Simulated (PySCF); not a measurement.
# Bi2 at other levels of theory

Starting from one script, swap the method and compare what comes out for Bi2.

The runs use PySCF 2.14.0; each script names its method and basis.

6 further runs of the same task are left out: 2 for a known fault of the program, 4 that didn't finish.

**1. Where the work starts**

Bi2: 2 atoms, charge 0, spin multiplicity 1.

Bond lengths: Bi1–Bi2 2.774 Å.

**2. The run that the others are compared with**

File input.py:

```python
from pyscf import gto, dft
from pyscf.geomopt.geometric_solver import optimize

mol = gto.M(
    atom='Bi 0 0 0; Bi 0 0 2.774',
    basis='lanl2dz',
    ecp={'Bi': 'lanl2dz'},
    charge=0,
    spin=0,
    symmetry=True,
    verbose=4,
)
mf = dft.RKS(mol, xc='blyp')
mf.kernel()
g = mf.nuc_grad_method()
g.grid_response = True
mol_eq = optimize(g.as_scanner(), maxsteps=30)
print('optimised geometry (angstrom)')
print(mol_eq.tostring('raw'))
print('orbital energies (hartree):', mf.mo_energy[..., max(0, mol.nelec[1]-3):mol.nelec[0]+3].round(4))
```

The run is started by

```sh
OMP_NUM_THREADS=1 python input.py
```

Its log is not repeated here.

Base result: at the starting geometry E(SCF) = -10.879615 Eh, 6 cycles, optimised bond 2.662 Å in 6 steps; the optimisation lowers the energy by 0.072 eV.

**3. Hse06**

Run 1 changes functional: blyp → hse06.

File input.py:

```python
from pyscf import gto, dft
from pyscf.geomopt.geometric_solver import optimize

mol = gto.M(
    atom='Bi 0 0 0; Bi 0 0 2.774',
    basis='lanl2dz',
    ecp={'Bi': 'lanl2dz'},
    charge=0,
    spin=0,
    symmetry=True,
    verbose=4,
)
mf = dft.RKS(mol, xc='hse06')
mf.kernel()
g = mf.nuc_grad_method()
g.grid_response = True
mol_eq = optimize(g.as_scanner(), maxsteps=30)
print('optimised geometry (angstrom)')
print(mol_eq.tostring('raw'))
print('orbital energies (hartree):', mf.mo_energy[..., max(0, mol.nelec[1]-3):mol.nelec[0]+3].round(4))
```

The run is started by

```sh
OMP_NUM_THREADS=1 python input.py
```

**4. Population analysis**

Run 2 changes step after the SCF: optimize → analyze.

File input.py:

```python
from pyscf import gto, dft

mol = gto.M(
    atom='Bi 0 0 0; Bi 0 0 2.774',
    basis='lanl2dz',
    ecp={'Bi': 'lanl2dz'},
    charge=0,
    spin=0,
    symmetry=True,
    verbose=4,
)
mf = dft.RKS(mol, xc='blyp')
mf.kernel()
mf.mulliken_pop()
mf.dip_moment()
print('orbital energies (hartree):', mf.mo_energy[..., max(0, mol.nelec[1]-3):mol.nelec[0]+3].round(4))
```

**5. TDA**

Run 3 changes step after the SCF: optimize → tda; number of roots: none → 4.

File input.py:

```python
from pyscf import gto, dft, tdscf

mol = gto.M(
    atom='Bi 0 0 0; Bi 0 0 2.774',
    basis='lanl2dz',
    ecp={'Bi': 'lanl2dz'},
    charge=0,
    spin=0,
    symmetry=True,
    verbose=4,
)
mf = dft.RKS(mol, xc='blyp')
mf.kernel()
td = tdscf.TDA(mf)
td.nstates = 4
td.kernel()
td.analyze(verbose=3)
mf.dip_moment()
print('orbital energies (hartree):', mf.mo_energy[..., max(0, mol.nelec[1]-3):mol.nelec[0]+3].round(4))
```

**6. Bp86**

Run 4 changes functional: blyp → bp86.

input.py: that of step 2 with these lines changed.

```diff
@@ -12,3 +12,3 @@
 )
-mf = dft.RKS(mol, xc='blyp')
+mf = dft.RKS(mol, xc='bp86')
 mf.kernel()
```

Before running it: what results should come out? Wanted: for each run, E(SCF); from base; gap; after the SCF.

As calculated:

| run | E(SCF) (hartree) | from base (eV) | cycles | gap (eV) | after the SCF |
| --- | --- | --- | --- | --- | --- |
| base | -10.879615 | 0 | 6 | 1.78 | bond 2.662 Å, -0.072 eV |
| hse06 | -10.915370 | not comparable | 6 | 2.33 | bond 2.628 Å, -0.137 eV |
| population analysis | -10.879615 | 0.0000 | 6 | 1.78 | n/a |
| TDA | -10.879615 | 0.0000 | 6 | 1.78 | lowest root found 1.78 eV |
| bp86 | -10.982295 | not comparable | 6 | 1.81 | bond 2.655 Å, -0.085 eV |

SCF columns refer to the geometry typed in the script.

**Reading.** Total energies of different functionals can't be compared with each other; differences within one functional can.
